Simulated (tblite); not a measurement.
# C2H13Ge3N: the cost of one run

Computed with tblite 0.8.0 and PySCF 2.14.0, with density-fitted response routines of our own, on a single molecule in the gas phase. Atoms count from 0, in the outputs and in this text.

### 1 The molecule as given

19 atoms, charge 0, multiplicity 1; geometry from: force field or distance geometry start.

Bonds of the start (Å): C0–N1 1.43, N1–C2 1.43, N1–Ge3 1.86, Ge3–Ge4 2.41, Ge4–Ge5 2.41, C0–H6 1.11, C0–H7 1.11, C0–H8 1.12, C2–H9 1.11, C2–H10 1.11, C2–H11 1.10, Ge3–H12 1.55, Ge3–H13 1.55, Ge4–H14 1.54, Ge4–H15 1.54, Ge5–H16 1.56, Ge5–H17 1.55, Ge5–H18 1.54.

### 2 Relaxing the molecule with GFN2-xTB

The job: settings as JSON, then the geometry in Å.

```
{"job": {"kind": "relax", "xc": "GFN2-xTB", "basis": "xTB"}, "charge": 0, "multiplicity": 1}
C     -1.100000    -0.788700    -1.356800
N     -1.316900    -0.354500    -0.008600
C     -2.677200    -0.121200     0.349000
Ge    -0.308700     1.138800     0.465400
Ge     1.688000     0.260500     1.500400
Ge     3.140300    -0.287200    -0.342600
H     -2.010000    -0.590500    -1.964600
H     -0.261000    -0.269400    -1.858700
H     -0.865800    -1.882100    -1.390000
H     -3.302000    -0.971800     0.018600
H     -2.728500    -0.062000     1.461000
H     -3.041700     0.856400    -0.014700
H     -1.094600     2.035300     1.454300
H      0.071100     1.914300    -0.819000
H      1.249700    -1.025400     2.220900
H      2.342500     1.259400     2.476300
H      3.463500     1.054700    -1.061200
H      2.336200    -1.168200    -1.335400
H      4.405200    -0.989000     0.198500
```

Run with:

```sh
OMP_NUM_THREADS=1 python probes_run.py task.json out
```

The driver reads the jobs from task.json and runs them one after another.

Q: Estimate the wall time of this first job on 1 thread of Intel Xeon 6975P-C, shared host.

About 1.7 s.
